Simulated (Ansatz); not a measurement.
# Cl4MoS: the cost of one run

Computed with Ansatz 0.2.0, Gaussian basis. Level: the settings change from run to run.

1 further run of the same task is left out (for a known fault of the program). Runs told in other sessions of the task aren't counted.

## 1. The relaxed structure

The structure was relaxed beforehand with PBE0-D4 in a triple-zeta def2 set. Mo takes a core potential in def2 sets; no spin-orbit term is included.

SMILES `[S]=[Mo]([Cl])([Cl])([Cl])[Cl]`, 6 atoms, charge 0, spin multiplicity 1.

Atoms are counted from 1 here; the program's logs count them from 0.

Bond lengths: S1–Mo2 2.054 Å, Mo2–Cl3 2.277 Å, Mo2–Cl4 2.277 Å, Mo2–Cl5 2.277 Å, Mo2–Cl6 2.277 Å. Angles: S1–Mo2–Cl3 104.5°, S1–Mo2–Cl4 104.5°, S1–Mo2–Cl5 104.5°, S1–Mo2–Cl6 104.5°, Cl3–Mo2–Cl4 86.4°, Cl3–Mo2–Cl5 151.1°, Cl3–Mo2–Cl6 86.4°, Cl4–Mo2–Cl5 86.4°, Cl4–Mo2–Cl6 151.0°, Cl5–Mo2–Cl6 86.4°.

## 2. CCSD/def2-mTZVPP

This run has correlated electrons set to outside_noble_gas.

in.yaml

```yaml
crystal:
  periodic: [false, false, false]
  atoms:
    - {symbol: S, position_ang: [-2.076969, -0.097052, 0.145984]}
    - {symbol: Mo, position_ang: [-0.029866, -0.012199, -0.004969]}
    - {symbol: Cl, position_ang: [0.722962, -1.079337, 1.859908]}
    - {symbol: Cl, position_ang: [0.535934, -1.902190, -1.141212]}
    - {symbol: Cl, position_ang: [0.351391, 1.101956, -1.953456]}
    - {symbol: Cl, position_ang: [0.538648, 1.924822, 1.047645]}
basis:
  gaussian: {orbitals: def2-mTZVPP}
hamiltonian: {xc: {name: HF}}
correlation: {method: ccsd, electrons: outside_noble_gas}
```

Command:

```bash
> ansatz run in.yaml --threads 4 --pin off --events-out ev --progress --plain --max-ram 11315MiB
```

**Question.** How long does this run take on 4 threads of Arm Neoverse V1, shared host, and how much memory does it need?

About 32 s, with a peak of 1.4 GiB.
